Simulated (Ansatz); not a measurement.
# GdO4: the cost of one run

Program: Ansatz 0.2.0. Level of theory: DFT PBE, scalar-relativistic, plane waves, PAW. These are calculated values, not measurements.

## 1. Starting point

It takes space group Cmmm (No. 65, orthorhombic). Conventional cell: a = 6.112 Å, b = 7.329 Å, c = 2.785 Å, α = 90.00°, β = 90.00°, γ = 90.00°. Gd (site symmetry mmm) has 6 O at 1.71 to 1.92 Å as nearest neighbours. Around O (site symmetry m2m) lie 1 Gd at 1.71 Å. O (site symmetry 2mm) has 2 Gd at 1.92 Å as nearest neighbours.

As a file:

```
Gd O
1.0
     3.05581   -3.66466    0.00000
     3.05581    3.66466    0.00000
     0.00000    0.00000    2.78455
Gd O
1 4
Direct
  0.50000 0.50000 0.50000
  0.73274 0.26726 0.50000
  0.28356 0.28356 0.00000
  0.71644 0.71644 0.00000
  0.26726 0.73274 0.50000
```

A structure generator made this guess: species swapped into a database cell of FeCl4 (Cmmm, No. 65), with Gd on the Fe sites and O on the Cl sites. Lengths come from tabulated atomic sizes and are only a guess.

## 2. The guess as it stands, on a coarse mesh

The input, input.yaml:

```yaml
crystal:
  lattice:
    - [3.05580705, -3.66465822, 0.0]
    - [3.05580705, 3.66465822, 0.0]
    - [0.0, 0.0, 2.78454933]
  atoms:
    - { symbol: Gd, position: [0.5, 0.5, 0.5], spin: 7.0 }
    - { symbol: O, position: [0.73274408, 0.26725592, 0.5] }
    - { symbol: O, position: [0.28355747, 0.28355747, 0.0] }
    - { symbol: O, position: [0.71644253, 0.71644253, 0.0] }
    - { symbol: O, position: [0.26725592, 0.73274408, 0.5] }
basis:
  ecutwfc: 420
kpoints:
  mp_grid: { grid: [4, 4, 6] }
hamiltonian:
  xc: pbe
scf:
  occupations: { method: gaussian, width: 0.1 }
  lower_state_search: "off"
output:
  forces: true
  stress: true
  eigenvalues: true
  populations: true
magnetization:
  spin_polarized: true
```

On the command line:

```sh
$ ansatz run input.yaml --threads 1 --pin off --max-ram 2560MiB --backend cpu --events-out ev --progress --plain --runs-dir out
```

What time and memory should one allow on 1 thread of Arm Neoverse V1, shared host?

About 20 s, with a peak of 0.37 GiB.
